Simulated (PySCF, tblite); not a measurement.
# C5H9PS: geometry, infrared bands and NMR shifts

Aim: predict the infrared bands and NMR shifts of C5H9PS (`C=C[P@@]1(=S)C[C@H]1C`).

Programs: tblite 0.8.0 and PySCF 2.14.0, with density-fitted response routines of our own. Each step states its level of theory. These are calculated values for one molecule in the gas phase, unless marked as measured. Atoms count from 0, in the outputs and in this text.

### Step 1. The starting structure

16 atoms, charge 0, multiplicity 1; geometry from: force field or distance geometry start.

Bonds of the start (Å): C0–C1 1.35, C1–P2 1.79, P2–S3 1.70, P2–C4 1.80, C4–C5 1.52, C5–C6 1.52, C5–P2 1.84, C0–H7 1.08, C0–H8 1.09, C1–H9 1.10, C4–H10 1.10, C4–H11 1.13, C5–H12 1.08, C6–H13 1.13, C6–H14 1.09, C6–H15 1.11.

### Step 2. Relaxing the molecule with GFN2-xTB

Job settings and geometry (Å):

```
{"job": {"kind": "relax", "xc": "GFN2-xTB", "basis": "xTB"}, "charge": 0, "multiplicity": 1}
C      2.787600     0.130400    -0.195500
C      1.528000     0.357100     0.219000
P      0.362700    -0.968400    -0.053600
S      0.916400    -2.351300    -0.872600
C     -1.211500    -1.013200     0.817000
C     -1.292700    -0.302600    -0.521500
C     -1.449500     1.203400    -0.408200
H      2.993600    -0.811500    -0.672000
H      3.546600     0.895800    -0.047400
H      1.238100     1.285700     0.729400
H     -1.446200    -0.357700     1.663800
H     -1.714000    -2.023800     0.780300
H     -1.821100    -0.808700    -1.315700
H     -0.850500     1.597500     0.463600
H     -1.073700     1.723800    -1.284300
H     -2.521200     1.452500    -0.272300
```

Command:

```
$ OMP_NUM_THREADS=1 python probes_run.py task.json out
```

One launch serves the whole session: the jobs run in the order shown.

**Question.** This job is followed by: GFN2-xTB harmonic vibrations, gas phase; GIAO PBE0/pcSseg-1 NMR shielding, non-relativistic, gas phase. Predict these results of the whole session: strongest single infrared mode (GFN2-xTB); zero-point energy (GFN2-xTB); ¹³C shifts against TMS (PBE0/pcSseg-1); ¹H shifts against TMS (PBE0/pcSseg-1, means over atoms taken as alike); ³¹P shifts against H3PO4 (PBE0/pcSseg-1); ³³S shifts against CS2 (PBE0/pcSseg-1).

The runs gave:

| quantity | value |
| --- | --- |
| strongest single infrared mode (GFN2-xTB) | 808 cm⁻¹, 85 km/mol |
| zero-point energy (GFN2-xTB) | 78.0 kcal/mol |
| ¹³C shifts against TMS (PBE0/pcSseg-1) | 149.5, 136.3, 31.1, 26.9, 18.1 ppm |
| ¹H shifts against TMS (PBE0/pcSseg-1, means over atoms taken as alike) | 6.98, 6.95, 6.00, 1.94, 1.81, 1.36, 0.90 ppm |
| ³¹P shifts against H3PO4 (PBE0/pcSseg-1) | -87.7 ppm |
| ³³S shifts against CS2 (PBE0/pcSseg-1) | -358 ppm |

**Reading.** The optimisation took 81 steps and gained 1.913 eV; among the close pairs (by a distance rule), P2–S3 changed most, from 1.700 to 1.940 Å. All 42 modes are real, so the xTB geometry is a minimum. The strongest single mode, at 808 cm⁻¹, has its largest shares on P2, S3 and H12 (the list is cut at 3 atoms). Unscaled tight-binding wavenumbers are off by several per cent, some by more. Its intensities can rank the bands wrongly. The most deshielded carbon is C0 (terminal =CH2 carbon), at 149.5 ppm: as expected for a trigonal carbon in a double bond. At PBE0/pcSseg-1: The largest span, 500 ppm, is at P2, where the paramagnetic term is -558 ppm.
